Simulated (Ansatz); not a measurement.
# C2H5ClSSi: molecular dynamics

Aim: follow the molecule's vibrations and see whether its bonds hold. The start is relaxed first. Runs: 300 steps of 0.5 fs under a Nosé-Hoover thermostat at 400 K. SMILES of the start: [SiH3]C(Cl)=CS.

All numbers below are computed with Ansatz 0.2.0 (RHF/6-31G*).

## 1. Starting point

Bond lengths: Si1–C2 1.849 Å, C2–Cl3 1.740 Å, C2–C4 1.372 Å, C4–S5 1.662 Å, Si1–H6 1.554 Å, Si1–H7 1.488 Å, Si1–H8 1.424 Å, C4–H9 1.162 Å, S5–H10 1.322 Å. Angles: Si1–C2–Cl3 115.8°, Si1–C2–C4 125.4°, Cl3–C2–C4 118.8°, C2–Si1–H6 107.9°, C2–Si1–H7 109.9°, C2–Si1–H8 112.1°, H6–Si1–H7 105.6°, H6–Si1–H8 109.1°, H7–Si1–H8 111.9°, C2–C4–S5 129.2°, C2–C4–H9 115.5°, S5–C4–H9 115.2°, C4–S5–H10 98.3°.

Structure file:

```xyz
10

Si   -1.3446   -1.0002   -0.0966
C     0.3077   -0.1705   -0.1264
Cl    1.6206   -1.1205   -0.7589
C     0.5668    1.1001    0.3206
S     2.0052    1.9315    0.3495
H    -2.3817    0.0223    0.4462
H    -1.7802   -1.3128   -1.4848
H    -1.3493   -2.1563    0.7350
H    -0.3480    1.6780    0.7450
H     2.7865    0.9772   -0.1267
```

## 2. Preparing the start

File input.yaml:

```yaml
crystal:
  periodic: [false, false, false]
  atoms:
    - { symbol: Si, position_ang: [-1.3446, -1.0002, -0.0966] }
    - { symbol: C, position_ang: [0.3077, -0.1705, -0.1264] }
    - { symbol: Cl, position_ang: [1.6206, -1.1205, -0.7589] }
    - { symbol: C, position_ang: [0.5668, 1.1001, 0.3206] }
    - { symbol: S, position_ang: [2.0052, 1.9315, 0.3495] }
    - { symbol: H, position_ang: [-2.3817, 0.0223, 0.4462] }
    - { symbol: H, position_ang: [-1.7802, -1.3128, -1.4848] }
    - { symbol: H, position_ang: [-1.3493, -2.1563, 0.735] }
    - { symbol: H, position_ang: [-0.348, 1.678, 0.745] }
    - { symbol: H, position_ang: [2.7865, 0.9772, -0.1267] }
basis:
  gaussian: { orbitals: "6-31G*" }
hamiltonian:
  xc: hf
relax:
  f_tol: 0.02
  max_steps: 40
scf:
  lower_state_search: "off"
output:
  orbitals: {}
```

Command:

```sh
> ansatz run input.yaml --threads 1 --pin off --max-ram 2048MiB --backend cpu --events-out ev --progress --plain --runs-dir out
```

Output, cut to the lines that bear on the results:

```text
Warning: RAYON_NUM_THREADS=1 ignored (pool sized by the plan → 1); use --threads N
[...]
Functional definition: HF
[...]
1039 factors; integrals over basis functions are off by at most 6.5e-4 eV
[...]
mean field -33320.55424948 eV, -1224.5077831854 hartree, gradient 8.5e-7 eV, S^2 0.000000; 0 other end points of the search recorded, 0 dependent functions left out
[...]
reference -33320.55424948 eV, -1224.5077831854 hartree; 32, 32 occupied and 65, 65 virtual orbitals, 1039 factors
relax step   1: F+E_penalty+E_count = -33320.55424948 eV  Δ(F+E_penalty+E_count) = +0.000e0 eV  max|allowed force component| = 4.838e0 eV/Å  Δτ_max = 0.0000 Å  (23 SCF iters, accepted)
[...]
relax step   6: F+E_penalty+E_count = -33320.99933187 eV  Δ(F+E_penalty+E_count) = -4.537e-4 eV  max|allowed force component| = 2.515e-2 eV/Å  Δτ_max = 0.0078 Å  (16 SCF iters, accepted)
[...]
relax step   7: F+E_penalty+E_count = -33320.99938248 eV  Δ(F+E_penalty+E_count) = -5.061e-5 eV  max|allowed force component| = 9.283e-3 eV/Å  Δτ_max = 0.0031 Å  (16 SCF iters, accepted)
Total energy: -33320.99938248 eV, -1224.5241415217 hartree
Atom 0 at    -1.402690    -0.968057    -0.104193 Å, force     0.001099    -0.000202    -0.001361 eV/Å
Atom 1 at     0.301711    -0.173595    -0.122600 Å, force    -0.003075     0.000983     0.006513 eV/Å
Atom 2 at     1.590459    -1.182352    -0.765185 Å, force     0.000685    -0.001290     0.000070 eV/Å
Atom 3 at     0.540960     1.054820     0.312481 Å, force    -0.002717     0.001302    -0.009283 eV/Å
Atom 4 at     2.023189     1.991589     0.392983 Å, force    -0.000615    -0.004608    -0.000005 eV/Å
Atom 5 at    -2.341033     0.021876     0.456016 Å, force    -0.001011    -0.001691     0.000138 eV/Å
Atom 6 at    -1.804839    -1.330217    -1.473541 Å, force     0.000210     0.000407     0.000151 eV/Å
Atom 7 at    -1.385952    -2.180234     0.731645 Å, force     0.001715     0.000914    -0.001178 eV/Å
Atom 8 at    -0.292899     1.617745     0.692060 Å, force     0.005820     0.001967     0.003407 eV/Å
Atom 9 at     2.854094     1.097225    -0.116766 Å, force    -0.002111     0.002218     0.001547 eV/Å
Dipole moment:    -0.210395     0.078191     0.071103 e Å
Checks for a lower state left out: stability, starts, cluster_reference, orbital_swaps, neighbouring_geometries, increment
```

Run time: 23 s. Hardware: 1 thread of Arm Neoverse V1, shared host; peak memory 0.2 GiB.

Relaxation path:

```csv
step,energy from step 1 (eV),largest force component (eV/Å)
1,0.0000,4.8383
2,-0.3859,1.8721
3,-0.4251,0.2993
4,-0.4383,0.2801
5,-0.4446,0.0546
6,-0.4451,0.0251
7,-0.4451,0.0093
```

Step 1 is the start.

After: Bond lengths: Si1–C2 1.881 Å, C2–Cl3 1.758 Å, C2–C4 1.325 Å, C4–S5 1.755 Å, Si1–H6 1.475 Å, Si1–H7 1.472 Å, Si1–H8 1.473 Å, C4–H9 1.075 Å, S5–H10 1.323 Å. Angles: Si1–C2–Cl3 115.2°, Si1–C2–C4 123.5°, Cl3–C2–C4 121.3°, C2–Si1–H6 107.3°, C2–Si1–H7 110.0°, C2–Si1–H8 110.1°, H6–Si1–H7 110.2°, H6–Si1–H8 110.1°, H7–Si1–H8 109.2°, C2–C4–S5 131.5°, C2–C4–H9 117.5°, S5–C4–H9 111.1°, C4–S5–H10 98.7°.

## 3. Dynamics

300 steps of 0.5 fs under a Nosé-Hoover thermostat at 400 K, from the relaxed start.

File input.yaml:

```yaml
crystal:
  periodic: [false, false, false]
  atoms:
    - { symbol: Si, position_ang: [-1.40269, -0.968057, -0.104193] }
    - { symbol: C, position_ang: [0.301711, -0.173595, -0.1226] }
    - { symbol: Cl, position_ang: [1.590459, -1.182352, -0.765185] }
    - { symbol: C, position_ang: [0.54096, 1.05482, 0.312481] }
    - { symbol: S, position_ang: [2.023189, 1.991589, 0.392983] }
    - { symbol: H, position_ang: [-2.341033, 0.021876, 0.456016] }
    - { symbol: H, position_ang: [-1.804839, -1.330217, -1.473541] }
    - { symbol: H, position_ang: [-1.385952, -2.180234, 0.731645] }
    - { symbol: H, position_ang: [-0.292899, 1.617745, 0.69206] }
    - { symbol: H, position_ang: [2.854094, 1.097225, -0.116766] }
basis:
  gaussian: { orbitals: "6-31G*" }
hamiltonian:
  xc: hf
md:
  timestep: 0.5
  n_steps: 300
  ensemble: nvt_nose_hoover
  temperature: 400.0
  initial_velocities: maxwell_boltzmann
  seed: 323982
scf:
  lower_state_search: "off"
```

Command:

```sh
> ansatz run input.yaml --threads 1 --pin off --max-ram 2048MiB --backend cpu --events-out ev --progress --plain --runs-dir out
```

Output, cut to the lines that bear on the results:

```text
Warning: RAYON_NUM_THREADS=1 ignored (pool sized by the plan → 1); use --threads N
[...]
[... 1 set-up line as earlier in the session ...]
[...]
1041 factors; integrals over basis functions are off by at most 6.2e-4 eV
[...]
mean field -33320.99940618 eV, -1224.5241423926 hartree, gradient 7.1e-6 eV, S^2 0.000000; 0 other end points of the search recorded, 0 dependent functions left out
[...]
reference -33320.99940618 eV, -1224.5241423926 hartree; 32, 32 occupied and 65, 65 virtual orbitals, 1041 factors
md step     0: t =     0.00 fs  T =   400.0 K  F+E_penalty+E_count = -33320.99940618 eV  E_kin = 0.413632 eV  conserved = -33320.58577418 eV  (20 SCF iters)
[...]
md step    20: t =    10.00 fs  T =   223.4 K  F+E_penalty+E_count = -33320.81560976 eV  E_kin = 0.231054 eV  conserved = -33320.58505000 eV  (15 SCF iters)
[...]
md step    40: t =    20.00 fs  T =   229.9 K  F+E_penalty+E_count = -33320.82052335 eV  E_kin = 0.237713 eV  conserved = -33320.58548942 eV  (18 SCF iters)
[...]
md step    60: t =    30.00 fs  T =   166.5 K  F+E_penalty+E_count = -33320.75135982 eV  E_kin = 0.172193 eV  conserved = -33320.58521379 eV  (15 SCF iters)
[...]
md step    79: t =    39.50 fs  T =   148.9 K  F+E_penalty+E_count = -33320.72803348 eV  E_kin = 0.153936 eV  conserved = -33320.58514662 eV  (16 SCF iters)
md step    80: t =    40.00 fs  T =   153.6 K  F+E_penalty+E_count = -33320.73265103 eV  E_kin = 0.158824 eV  conserved = -33320.58517399 eV  (16 SCF iters)
```

## 4. The output, continued: dynamics from the start

Output, continued, cut to the lines that bear on the results:

```text
md step    81: t =    40.50 fs  T =   156.6 K  F+E_penalty+E_count = -33320.73545086 eV  E_kin = 0.161954 eV  conserved = -33320.58515377 eV  (16 SCF iters)
[...]
md step   107: t =    53.50 fs  T =   141.2 K  F+E_penalty+E_count = -33320.70890052 eV  E_kin = 0.146014 eV  conserved = -33320.58494188 eV  (16 SCF iters)
[...]
md step   133: t =    66.50 fs  T =   141.8 K  F+E_penalty+E_count = -33320.69632243 eV  E_kin = 0.146634 eV  conserved = -33320.58448840 eV  (16 SCF iters)
[...]
md step   159: t =    79.50 fs  T =   239.8 K  F+E_penalty+E_count = -33320.77651384 eV  E_kin = 0.247966 eV  conserved = -33320.58501688 eV  (16 SCF iters)
[...]
md step   184: t =    92.00 fs  T =   276.1 K  F+E_penalty+E_count = -33320.78137968 eV  E_kin = 0.285467 eV  conserved = -33320.58469826 eV  (16 SCF iters)
md step   185: t =    92.50 fs  T =   271.8 K  F+E_penalty+E_count = -33320.77567965 eV  E_kin = 0.281033 eV  conserved = -33320.58468621 eV  (16 SCF iters)
```

## 5. More of the same log: dynamics from the start

Output, continued, cut to the lines that bear on the results:

```text
md step   186: t =    93.00 fs  T =   270.7 K  F+E_penalty+E_count = -33320.77333741 eV  E_kin = 0.279882 eV  conserved = -33320.58473597 eV  (16 SCF iters)
[...]
md step   207: t =   103.50 fs  T =   285.9 K  F+E_penalty+E_count = -33320.76354962 eV  E_kin = 0.295690 eV  conserved = -33320.58531773 eV  (20 SCF iters)
[...]
md step   228: t =   114.00 fs  T =   266.2 K  F+E_penalty+E_count = -33320.71968136 eV  E_kin = 0.275273 eV  conserved = -33320.58493727 eV  (17 SCF iters)
[...]
md step   249: t =   124.50 fs  T =   284.2 K  F+E_penalty+E_count = -33320.71689094 eV  E_kin = 0.293849 eV  conserved = -33320.58531285 eV  (16 SCF iters)
[...]
md step   299: t =   149.50 fs  T =   214.5 K  F+E_penalty+E_count = -33320.60326583 eV  E_kin = 0.221837 eV  conserved = -33320.58433943 eV  (16 SCF iters)
[...]
Atom 1 at     0.224631    -0.158373     0.055759 Å, force     1.228258     0.135616    -0.412283 eV/Å
Atom 2 at     1.561583    -1.093381    -0.738138 Å, force    -0.744294     0.033372     0.247429 eV/Å
Atom 3 at     0.571793     1.043798     0.507450 Å, force    -0.956930     0.967360     0.121809 eV/Å
Atom 4 at     2.111017     1.972476     0.317311 Å, force    -0.733962    -0.624908    -0.013026 eV/Å
Atom 5 at    -2.550321    -0.199774     0.114607 Å, force    -0.776546     0.548827     0.377651 eV/Å
Atom 6 at    -1.397271    -1.455474    -1.579437 Å, force    -0.306778     0.085873    -0.294622 eV/Å
Atom 7 at    -1.382703    -2.359768     0.611844 Å, force    -0.309839     1.014517    -0.287378 eV/Å
Atom 8 at    -0.211816     1.657667     1.009946 Å, force     0.974398    -0.765786    -0.556163 eV/Å
Atom 9 at     2.566800     1.390907    -0.798795 Å, force    -0.188021     0.093331     0.448026 eV/Å
Dipole moment:    -0.449496     0.145519     0.017271 e Å
Checks for a lower state left out: stability, starts, cluster_reference, orbital_swaps, neighbouring_geometries, increment
```

Wall time 12 min (1 thread of Arm Neoverse V1, shared host); peak memory 0.19 GiB.

## 6. The trajectory

The trajectory, every 22 steps (energies from step 0):

```csv
time (fs),T (K),potential energy change (meV/atom),conserved energy change (meV/atom)
0.0,400,0.0,0.00
11.0,212,19.6,0.10
22.0,185,22.7,0.08
33.0,169,24.7,0.08
44.0,161,26.2,0.07
55.0,165,26.7,0.03
66.0,144,30.1,0.11
77.0,224,23.4,0.09
88.0,276,20.7,0.09
99.0,293,21.8,0.06
110.0,265,27.2,0.08
121.0,236,32.6,0.15
132.0,281,30.0,0.10
143.0,238,36.2,0.09
150.0,209,40.3,0.16
```

time (fs), T (K) and a bar:
```
      0.0        400 ##############################
      6.5        291 ###################
     13.0        236 #############
     19.5        229 ############
     26.0        148 ####
     32.5        154 ####
     39.0        143 ###
     45.5        157 #####
     52.0        129 ##
     58.5        111 
     65.0        160 #####
     71.5        163 #####
     78.5        239 #############
     85.0        306 ####################
     91.5        283 ##################
     98.0        306 ####################
    104.5        281 ##################
    111.0        273 #################
    117.5        297 ###################
    124.0        280 ##################
    130.5        265 ################
    137.0        257 ###############
    143.5        245 ##############
    150.0        209 ##########
```

## 7. Positions and forces

Positions (Å) and forces (eV/Å):

```xyz
10
time_fs=19.0 T=224 dE=0.1853
Si   -1.347   -0.895   -0.068   -1.193    0.266   -0.441
C     0.343   -0.184   -0.219   -0.336    0.244    0.293
Cl    1.596   -1.236   -0.761    0.586   -0.152   -0.287
C     0.526    1.046    0.219    0.275   -0.324    0.097
S     1.956    1.984    0.430    0.598    0.654    0.002
H    -2.149    0.004    0.849    0.359   -0.517   -0.444
H    -2.010   -0.978   -1.398    0.011    0.064    0.244
H    -1.208   -2.245    0.423   -0.110   -0.564    0.430
H    -0.334    1.545    0.582   -0.435    0.458    0.182
H     2.784    1.201   -0.226    0.245   -0.130   -0.077
10
time_fs=37.5 T=137 dE=0.2831
Si   -1.382   -0.890   -0.060   -0.286   -1.474    0.350
C     0.327   -0.176   -0.256    0.532   -0.140    0.062
Cl    1.637   -1.286   -0.774   -0.586    0.943    0.284
C     0.510    1.065    0.189    1.568   -1.106   -0.659
S     1.958    2.022    0.453    0.341   -0.096   -0.343
H    -1.959   -0.184    1.059   -0.358    0.473    0.447
H    -2.283   -0.702   -1.200    0.072   -0.127   -0.303
H    -1.314   -2.346    0.379    0.049    0.812   -0.540
H    -0.345    1.601    0.462   -0.953    0.611    0.486
H     2.862    1.270   -0.183   -0.379    0.104    0.216
10
time_fs=56.0 T=152 dE=0.2811
Si   -1.460   -0.921   -0.041    1.205    0.399   -1.052
C     0.347   -0.213   -0.254   -0.382    0.269    0.613
Cl    1.646   -1.273   -0.773   -0.141    0.084   -0.064
C     0.589    1.032    0.153    0.144   -0.698    0.208
S     1.978    2.064    0.451    0.089   -0.424   -0.419
H    -2.090   -0.274    1.119    0.029   -0.100    0.084
H    -2.225   -0.612   -1.260   -0.156    0.112    0.037
H    -1.358   -2.373    0.011   -0.041   -0.267    0.388
H    -0.258    1.539    0.508   -0.953    0.656    0.247
H     2.918    1.242    0.022    0.207   -0.032   -0.042
10
time_fs=75.0 T=211 dE=0.2434
Si   -1.446   -0.943   -0.092   -0.433    0.735    0.985
C     0.310   -0.237   -0.139    0.789    0.798   -0.289
Cl    1.633   -1.239   -0.768   -0.377    0.134    0.315
C     0.555    1.022    0.235    0.604   -0.246   -0.171
S     2.010    2.060    0.406   -0.723   -0.538   -0.167
H    -2.069   -0.416    1.185    0.221   -0.067   -0.707
H    -2.284   -0.499   -1.234    0.251   -0.177    0.068
H    -1.426   -2.382    0.070    0.121   -0.493   -0.265
H    -0.283    1.624    0.491   -0.458    0.129    0.349
H     2.980    1.186    0.226    0.005   -0.275   -0.118
10
time_fs=94.0 T=275 dE=0.2244
Si   -1.396   -0.951   -0.121    0.934   -1.191   -0.842
C     0.341   -0.169   -0.076   -1.115   -0.085    0.454
Cl    1.596   -1.193   -0.744    0.142    0.317   -0.080
C     0.529    1.067    0.380   -0.082   -0.868   -0.204
S     2.001    1.988    0.335    0.753    0.062    0.224
H    -2.193   -0.442    0.960   -0.403    0.210    0.714
H    -2.030   -0.568   -1.383   -0.156    0.070   -0.204
H    -1.271   -2.473   -0.142   -0.117    1.038    0.283
H    -0.300    1.575    0.850    0.121   -0.024   -0.309
H     2.813    0.939    0.175   -0.077    0.471   -0.036
10
time_fs=112.5 T=276 dE=0.2660
Si   -1.350   -0.971   -0.172   -1.701    0.106    0.209
C     0.263   -0.181    0.026    1.456    0.471   -0.047
Cl    1.555   -1.116   -0.716    0.129   -0.385   -0.198
C     0.544    1.027    0.473   -0.894    0.918   -0.107
S     2.022    1.937    0.288    0.138    0.736    0.569
H    -2.306   -0.430    0.836    0.143   -0.003   -0.279
H    -1.856   -0.742   -1.541   -0.019   -0.023    0.070
H    -1.144   -2.368    0.053   -0.088   -0.969    0.106
H    -0.274    1.647    0.883    0.823   -0.647   -0.244
H     2.835    0.997   -0.138    0.013   -0.205   -0.080
10
time_fs=131.0 T=269 dE=0.3111
Si   -1.402   -1.047   -0.201   -0.411    1.399    0.752
C     0.298   -0.184    0.108   -1.000    0.255   -0.451
Cl    1.540   -1.071   -0.713    0.698   -0.924   -0.466
C     0.569    1.062    0.494   -1.219   -0.018    0.771
S     2.076    1.943    0.284   -0.274    0.474    0.444
H    -2.465   -0.229    0.520    0.593   -0.455   -0.375
H    -1.685   -0.976   -1.659    0.178   -0.143    0.295
H    -1.472   -2.430    0.291    0.234    0.005   -0.057
H    -0.226    1.625    1.038    1.050   -0.548   -0.814
H     2.673    1.084   -0.511    0.151   -0.043   -0.098
10
time_fs=150.0 T=209 dE=0.4025
Si   -1.447   -1.053   -0.178    1.814   -1.488    0.369
C     0.225   -0.158    0.056    1.228    0.136   -0.412
Cl    1.562   -1.093   -0.738   -0.744    0.033    0.247
C     0.572    1.044    0.507   -0.957    0.967    0.122
S     2.111    1.972    0.317   -0.734   -0.625   -0.013
H    -2.550   -0.200    0.115   -0.776    0.549    0.378
H    -1.397   -1.456   -1.579   -0.307    0.086   -0.295
H    -1.383   -2.360    0.612   -0.310    1.014   -0.287
H    -0.212    1.658    1.010    0.974   -0.766   -0.556
H     2.567    1.391   -0.799   -0.188    0.093    0.448
```

## 8. Results

| quantity | value |
| --- | --- |
| relaxation of the start | 6 moves, 0.445 eV lower |
| length | 300 steps of 0.5 fs |
| temperature, first and last step | 400 and 209 K |
| temperature, second half | mean 264 K, from 209 to 322 K |
| potential energy, second half | +27 meV/atom from the start |
| largest change of the conserved energy | 0.16 meV/atom |
| bonds formed or broken | 0 |

**Reading.** Against a set 400 K the second half averages 264 K with a spread of 25 K; 27 meV/atom has gone into potential energy, and a thermostat that acts over some 100 fs has not made it up in 150 fs. The conserved energy strays from its start by at most 0.16 meV/atom, 0.7 % of the mean kinetic energy, which is good for a step of 0.5 fs. The bonding pattern survives the run. A run of 150 fs with 10 atoms shows the motion but fixes no equilibrium value. The nuclei move classically, without zero-point motion, which matters most for hydrogen.
